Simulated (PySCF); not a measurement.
# C₃H₉B₂F: electronic excitations and core binding energies

What electronic excitations and core binding energies should C₃H₉B₂F (`BBCCCF`) show?

Programs: PySCF 2.14.0, with density-fitted response routines of our own. Each step states its level of theory. These are calculated values for one molecule in the gas phase, unless marked as measured. Atoms count from 0, in the outputs and in this text.

**1. The molecule as given**

15 atoms, charge 0, multiplicity 1; geometry from: GFN2-xTB.

Bonds of the start (Å): B0–B1 1.62, B1–C2 1.58, C2–C3 1.53, C3–C4 1.52, C4–F5 1.38, B0–H6 1.17, B0–H7 1.17, B1–H8 1.18, C2–H9 1.09, C2–H10 1.10, C3–H11 1.09, C3–H12 1.09, C4–H13 1.10, C4–H14 1.10.

**2. Ultraviolet spectrum: CAM-B3LYP/def2-SVPD**

Job settings and geometry (Å):

```
{"job": {"kind": "uv", "xc": "CAM-B3LYP", "basis": "def2-SVPD", "nstates": 8, "ntriplets": 3}, "charge": 0, "multiplicity": 1}
B      2.496042    -0.455645     0.337396
B      1.634542     0.790136    -0.243603
C      0.061098     0.802542    -0.431976
C     -0.675860    -0.506374    -0.137438
C     -2.185831    -0.361553    -0.273674
F     -2.684955     0.447177     0.722949
H      2.953262    -1.290080    -0.349988
H      2.735168    -0.584951     1.479096
H      2.156110     1.796915    -0.564830
H     -0.187918     1.124736    -1.448113
H     -0.346090     1.581321     0.221598
H     -0.348156    -1.285305    -0.827967
H     -0.450079    -0.836162     0.878373
H     -2.696358    -1.325281    -0.173068
H     -2.465387     0.110513    -1.221978
```

Method: TDDFT CAM-B3LYP/def2-SVPD, vertical, gas phase, core orbitals frozen in the response.

Command:

```sh
OMP_NUM_THREADS=1 python probes_run.py task.json out
```

One launch serves the whole session: the jobs run in the order shown.

The program printed:

```text
coarse grid: 12096 points
cycle   1  E = -268.7989452836  dE =  4.355e-01  |g| = 4.795e-01  |ddm| = 4.961e+00
cycle   2  E = -268.7968592505  dE =  2.086e-03  |g| = 5.626e-01  |ddm| = 1.225e+00
cycle   3  E = -268.8480604783  dE = -5.120e-02  |g| = 5.046e-02  |ddm| = 4.825e-01
cycle   4  E = -268.8484708303  dE = -4.104e-04  |g| = 2.422e-02  |ddm| = 9.644e-02
cycle   5  E = -268.8486090667  dE = -1.382e-04  |g| = 5.091e-03  |ddm| = 4.019e-02
cycle   6  E = -268.8486159198  dE = -6.853e-06  |g| = 5.652e-04  |ddm| = 9.691e-03
final grid: 115992 points
cycle   7  E = -268.8975541415  dE = -3.596e-05  |g| = 4.349e-03  |ddm| = 7.208e-02
cycle   8  E = -268.8975536971  dE =  4.444e-07  |g| = 4.915e-03  |ddm| = 1.159e-02
cycle   9  E = -268.8975582281  dE = -4.531e-06  |g| = 4.359e-04  |ddm| = 4.454e-03
cycle  10  E = -268.8975582584  dE = -3.023e-08  |g| = 1.892e-04  |ddm| = 6.786e-04
cycle  11  E = -268.8975582663  dE = -7.902e-09  |g| = 2.526e-05  |ddm| = 2.781e-04
cycle  12  E = -268.8975582665  dE = -2.318e-10  |g| = 8.711e-06  |ddm| = 7.425e-05
converged SCF energy = -268.8975582665

Static polarisability (au): isotropic 66.308, principal 57.393 64.852 76.679

Singlet excitations
state   eV       nm        f      main configurations
  1   4.9347    251.2   0.00451   H->L 0.93
  2   5.4075    229.3   0.00204   H->L+1 0.96
  3   6.0990    203.3   0.00056   H-1->L+1 0.68, H-3->L 0.17, H-5->L+1 0.10
  4   6.2249    199.2   0.00051   H-3->L 0.64, H-1->L+1 0.17, H-4->L 0.13
  5   6.6850    185.5   0.05383   H-1->L 0.93
  6   7.8783    157.4   0.00146   H-2->L 0.63, H-6->L 0.15
  7   8.0359    154.3   0.19150   H-3->L+1 0.52, H->L+2 0.22
  8   8.0495    154.0   0.01537   H-4->L 0.72, H-3->L 0.13

Triplet excitations (Tamm-Dancoff, eV): 4.1873 4.6806 5.4566
```

Run time: 50 s. Hardware: 1 thread of Arm Neoverse N1, shared host; peak memory 0.88 GiB.

The orbitals next to the gap, with their largest atomic shares:

```
orbital      eV                       atoms
 HOMO−3  -11.35   B0 37 %, H7 18 %, H6 18 %
 HOMO−2  -10.98  F5 31 %, C4 22 %, H14 13 %
 HOMO−1  -10.22   B1 21 %, C2 20 %, C4 15 %
   HOMO   -9.75   B0 30 %, B1 29 %, C2 13 %
   LUMO   -0.58   B0 49 %, B1 16 %, H6 11 %
 LUMO+1   -0.03   B1 46 %, B0 18 %, C2 13 %
 LUMO+2    1.15    B1 30 %, B0 29 %, C4 6 %
```

With each of the 8 states as a Gaussian band of 0.4 eV half-width at 1/e, the curve within the window shown has maxima at 247 nm (ε 210), 185 nm (ε 2,200), 154 nm (ε 8,400) L/(mol cm). Beyond the last state computed it falls off for lack of states. The curve at chosen wavelengths:

```
 nm  ε (L/mol/cm)
148          4563
153          8336
159          5488
164          1813
170           475
175           908
181          1910
186          2171
192          1529
197           813
203           289
208           118
214            68
219            77
225           107
230           137
236           171
241           194
247           207
252           200
258           170
263           135
269            92
274            62
280            35
285            21
```

Further results of this job:

| property | computed |
| --- | --- |
| dipole moment (D) | 1.66 |
| polarisability (Å³) | 9.83 |
| HOMO–LUMO gap (eV) | 9.17 |
| −ε(HOMO) (eV) | 9.75 |

**3. X-ray photoelectron lines: SCAN, X2C**

Settings changed since step 2:

```diff
@@ -1,2 +1,2 @@
-{"job": {"kind": "uv", "xc": "CAM-B3LYP", "basis": "def2-SVPD", "nstates": 8, "ntriplets": 3}, "charge": 0, "multiplicity": 1}
+{"job": {"kind": "xps"}, "charge": 0, "multiplicity": 1}
 B      2.496042    -0.455645     0.337396
```

Level: delta-SCF UKS SCAN, pcX-2 on the ionised atom, pcseg-1 elsewhere, spin-free X2C.

The program printed:

```text
ground state, core basis on atom 0 (B), 160 functions
  cycle   1  E = -269.12522321  |g| = 5.43e-01
  cycle   2  E = -269.07138661  |g| = 7.70e-01
  cycle   3  E = -269.19284948  |g| = 9.49e-02
  cycle   4  E = -269.19455895  |g| = 3.45e-02
  cycle   5  E = -269.19479961  |g| = 1.08e-02
  cycle   6  E = -269.19482900  |g| = 2.65e-03
  cycle   7  E = -269.19483073  |g| = 7.39e-04
  cycle   8  E = -269.19483277  |g| = 2.39e-04
  E(ground) = -269.20114318 Eh
hole in B 1s of atom 0
  cycle   1  E = -261.59736705  |g| = 1.15e+00
  cycle   2  E = -259.35104166  |g| = 1.98e+00
  cycle   3  E = -261.75786100  |g| = 7.40e-01
  cycle   4  E = -261.96755507  |g| = 2.24e-01
  cycle   5  E = -261.84582293  |g| = 4.40e-01
  cycle   6  E = -262.00733293  |g| = 6.85e-02
  cycle   7  E = -261.91704607  |g| = 3.39e-01
  cycle   8  E = -261.98149285  |g| = 1.94e-01
  cycle   9  E = -261.99049491  |g| = 1.63e-01
  cycle  10  E = -262.00433285  |g| = 9.84e-02
  cycle  11  E = -262.01202825  |g| = 1.74e-02
  cycle  12  E = -262.01226592  |g| = 8.93e-03
  cycle  13  E = -262.01231424  |g| = 5.27e-03
  cycle  14  E = -262.01233263  |g| = 1.65e-03
  cycle  15  E = -262.01233463  |g| = 7.62e-04
  cycle  16  E = -262.01233383  |g| = 4.60e-04
  E(ion) = -262.01824547 Eh   <S^2> = 1.0900   hole on atom = 1.000   binding energy = 195.457 eV
ground state, core basis on atom 1 (B), 160 functions
  cycle   1  E = -269.19504609  |g| = 4.65e-02
  cycle   2  E = -269.19503354  |g| = 1.96e-02
  cycle   3  E = -269.19509923  |g| = 1.25e-02
  cycle   4  E = -269.19514822  |g| = 1.56e-03
  cycle   5  E = -269.19514880  |g| = 4.07e-04
  E(ground) = -269.20165099 Eh
hole in B 1s of atom 1
  cycle   1  E = -261.60197257  |g| = 1.16e+00
  cycle   2  E = -259.15605927  |g| = 2.09e+00
  cycle   3  E = -261.78160995  |g| = 7.33e-01
  cycle   4  E = -261.97823053  |g| = 2.33e-01
  cycle   5  E = -262.00335309  |g| = 1.45e-01
  cycle   6  E = -262.01221464  |g| = 3.76e-02
  cycle   7  E = -262.01292115  |g| = 9.10e-03
  cycle   8  E = -262.01297037  |g| = 5.44e-03
  cycle   9  E = -262.01299746  |g| = 3.03e-03
  cycle  10  E = -262.01300576  |g| = 1.28e-03
  cycle  11  E = -262.01300745  |g| = 6.95e-04
  cycle  12  E = -262.01300782  |g| = 1.47e-04
  E(ion) = -262.01975279 Eh   <S^2> = 0.8026   hole on atom = 1.000   binding energy = 195.429 eV
ground state, core basis on atom 2 (C), 160 functions
  cycle   1  E = -269.20316065  |g| = 5.68e-02
  cycle   2  E = -269.20313682  |g| = 1.65e-02
  cycle   3  E = -269.20311963  |g| = 1.86e-02
  cycle   4  E = -269.20320701  |g| = 1.92e-03
  cycle   5  E = -269.20320881  |g| = 3.86e-04
  E(ground) = -269.20844207 Eh
hole in C 1s of atom 2
  cycle   1  E = -257.96862061  |g| = 1.51e+00
  cycle   2  E = -257.29524980  |g| = 1.82e+00
  cycle   3  E = -258.49338761  |g| = 3.28e-01
  cycle   4  E = -258.53536441  |g| = 8.76e-02
  cycle   5  E = -258.53806523  |g| = 3.99e-02
  cycle   6  E = -258.53861515  |g| = 1.25e-02
  cycle   7  E = -258.53865601  |g| = 6.96e-03
  cycle   8  E = -258.53867793  |g| = 1.43e-03
  cycle   9  E = -258.53867870  |g| = 6.53e-04
  cycle  10  E = -258.53867957  |g| = 1.76e-04
  E(ion) = -258.54273417 Eh   <S^2> = 0.7676   hole on atom = 1.000   binding energy = 290.229 eV
ground state, core basis on atom 3 (C), 160 functions
  cycle   1  E = -269.20425633  |g| = 5.89e-02
  cycle   2  E = -269.20418780  |g| = 2.58e-02
  cycle   3  E = -269.20423072  |g| = 2.20e-02
  cycle   4  E = -269.20435356  |g| = 1.42e-03
  cycle   5  E = -269.20435453  |g| = 3.38e-04
  E(ground) = -269.20958585 Eh
hole in C 1s of atom 3
  cycle   1  E = -257.95307270  |g| = 1.51e+00
  cycle   2  E = -257.20139191  |g| = 1.89e+00
  cycle   3  E = -258.46184430  |g| = 3.81e-01
  cycle   4  E = -258.49853075  |g| = 2.44e-01
  cycle   5  E = -258.51660539  |g| = 5.58e-02
  cycle   6  E = -258.51759980  |g| = 1.14e-02
  cycle   7  E = -258.51766199  |g| = 5.45e-03
  cycle   8  E = -258.51768198  |g| = 1.46e-03
  cycle   9  E = -258.51768342  |g| = 9.59e-04
  cycle  10  E = -258.51768454  |g| = 4.19e-04
  E(ion) = -258.52235702 Eh   <S^2> = 0.7685   hole on atom = 1.000   binding energy = 290.814 eV
ground state, core basis on atom 4 (C), 160 functions
  cycle   1  E = -269.20754115  |g| = 5.87e-02
  cycle   2  E = -269.20749411  |g| = 2.51e-02
  cycle   3  E = -269.20751576  |g| = 2.39e-02
  cycle   4  E = -269.20763075  |g| = 3.94e-03
  cycle   5  E = -269.20763446  |g| = 4.89e-04
  E(ground) = -269.21246910 Eh
hole in C 1s of atom 4
  cycle   1  E = -257.89329225  |g| = 1.50e+00
  cycle   2  E = -254.76407026  |g| = 2.56e+00
  cycle   3  E = -249.66962422  |g| = 3.08e+00
  cycle   4  E = -258.35891281  |g| = 4.62e-01
  cycle   5  E = -258.40636241  |g| = 3.21e-01
  cycle   6  E = -258.44130147  |g| = 3.70e-02
  cycle   7  E = -258.44194761  |g| = 2.25e-02
  cycle   8  E = -258.44219785  |g| = 6.56e-03
  cycle   9  E = -258.44222132  |g| = 2.35e-03
  cycle  10  E = -258.44222583  |g| = 8.80e-04
  cycle  11  E = -258.44222682  |g| = 4.26e-04
  E(ion) = -258.44742777 Eh   <S^2> = 0.7715   hole on atom = 1.000   binding energy = 292.932 eV
ground state, core basis on atom 5 (F), 160 functions
  cycle   1  E = -269.24902771  |g| = 1.16e-01
  cycle   2  E = -269.24880386  |g| = 5.15e-02
  cycle   3  E = -269.24870987  |g| = 5.88e-02
  cycle   4  E = -269.24917402  |g| = 4.70e-03
  cycle   5  E = -269.24918008  |g| = 2.87e-04
  E(ground) = -269.25651948 Eh
hole in F 1s of atom 5
  cycle   1  E = -242.91772901  |g| = 2.58e+00
  cycle   2  E = -241.07056174  |g| = 2.54e+00
  cycle   3  E = -236.58853042  |g| = 2.24e+00
  cycle   4  E = -243.71571137  |g| = 4.34e-01
  cycle   5  E = -243.78518464  |g| = 1.92e-01
  cycle   6  E = -243.80054345  |g| = 7.77e-02
  cycle   7  E = -243.80340745  |g| = 1.46e-02
  cycle   8  E = -243.80351094  |g| = 4.58e-03
  cycle   9  E = -243.80352157  |g| = 2.00e-03
  cycle  10  E = -243.80352260  |g| = 4.93e-04
  E(ion) = -243.81626015 Eh   <S^2> = 0.7569   hole on atom = 1.000   binding energy = 692.265 eV
```

It took 1.9 min on 1 thread of Arm Neoverse N1, shared host; peak memory 0.59 GiB.

The holes in one table. −ε is the ground-state orbital energy:

| hole | stands for | environment | ΔSCF (eV) | −ε (eV) | ⟨S²⟩ |
| --- | --- | --- | --- | --- | --- |
| B1s on B0 | B0 | boron bonded to B, 2 H | 195.46 (doubtful) | 179.8 | 1.090 |
| B1s on B1 | B1 | boron bonded to C, B, H | 195.43 | 179.7 | 0.803 |
| C1s on C2 | C2 | sp3 CH2 bonded to B | 290.23 | 273.4 | 0.768 |
| C1s on C3 | C3 | sp3 CH2 | 290.81 | 273.8 | 0.768 |
| C1s on C4 | C4 | sp3 CH2 bonded to F | 292.93 | 275.5 | 0.772 |
| F1s on F5 | F5 | fluorine on an sp3 carbon | 692.26 | 666.1 | 0.757 |

Doubtful: the ion did not converge, its hole moved, or its ⟨S²⟩ is well above 0.75.

**4. Results**

| quantity | value |
| --- | --- |
| lowest singlet (CAM-B3LYP/def2-SVPD) | 4.93 eV (251 nm), f = 0.005 |
| brightest single state of those computed | state 7, 8.04 eV, f = 0.192 |
| lowest triplet | 4.19 eV |
| C1s binding energies, SCAN/pcX-2 | C4 292.93, C3 290.81, C2 290.23 eV |
| B1s binding energies, SCAN/pcX-2 (standing for 1 of 2 atoms) | B1 195.43 eV |
| F1s binding energies, SCAN/pcX-2 | F5 692.26 eV |

The lowest singlet, at 4.93 eV, is HOMO→LUMO 0.93 and is weak; of the 8 states computed, the strongest absorption comes from state 7 at 8.04 eV. The lowest triplet lies 0.75 eV below the lowest singlet (triplets in Tamm-Dancoff, singlets in full TDDFT). C4 (sp3 CH2 bonded to F) binds its C1s electron 2.70 eV more tightly than C2 (sp3 CH2 bonded to B).
